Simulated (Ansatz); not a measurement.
KEu3 under changes of volume

One of the cells (50.769 Å³/atom); the others are scaled copies at fixed shape and fractional positions:

```
CELL_PARAMETERS angstrom
0.00000 4.66526 4.66526
4.66526 0.00000 4.66526
4.66526 4.66526 0.00000
ATOMIC_POSITIONS crystal
Eu 0.50000 0.50000 0.50000
Eu 0.75000 0.75000 0.75000
Eu 0.25000 0.25000 0.25000
K 0.00000 0.00000 0.00000
```

The cell comes from a database or a generator and needn't be the stable form of this composition.

* Program: Ansatz 0.2.0
* Functional: PBE
* Potentials or basis: Ansatz PAW
* Cutoff: 420 eV (not typed: the program's choice for these potentials)
* k mesh: 5 × 5 × 5
* Occupations: fermi-dirac, width 0.05 eV
* Spin: collinear spin, ferromagnetic start
* Starting moments: [7.0, 7.0, 7.0, 0.0] μB

```csv
volume (Å³/atom),energy over the lowest point (meV/atom),pressure (GPa),moment (μB per cell)
47.723,0.88,0.2,22.70
48.738,0.00,0.0,22.62
49.754,0.24,-0.2,22.54
50.769,1.62,-0.3,22.48
51.784,?,?,?
52.800,7.56,-0.6,22.38
53.815,11.97,-0.8,22.34
```

**Question.** What does the run at 51.784 Å³/atom give?

**Answer.** Energy over the lowest point 4.07 meV/atom; pressure -0.5 GPa; moment 22.43 μB per cell.

Worked out: A Birch-Murnaghan fit of order 3 (a polynomial in V^(-2/3)) to the other rows has its minimum at 49.01 Å³/atom with B0 = V·E''(V) = 8.8 GPa (rough, since the energies scatter). It gives 4.08 meV/atom at 51.784 Å³/atom, against the run's 4.07, and -dE/dV = -0.5 GPa, against -0.5. A parabola through the other rows of the moment, of slope -0.0499 μB per Å³/atom there, gives 22.42 μB, against the run's 22.43.

Energies are extrapolated to zero smearing.

Caveats: without U or exact exchange the open f shell lies at the Fermi level, which spoils levels, moments and volumes.
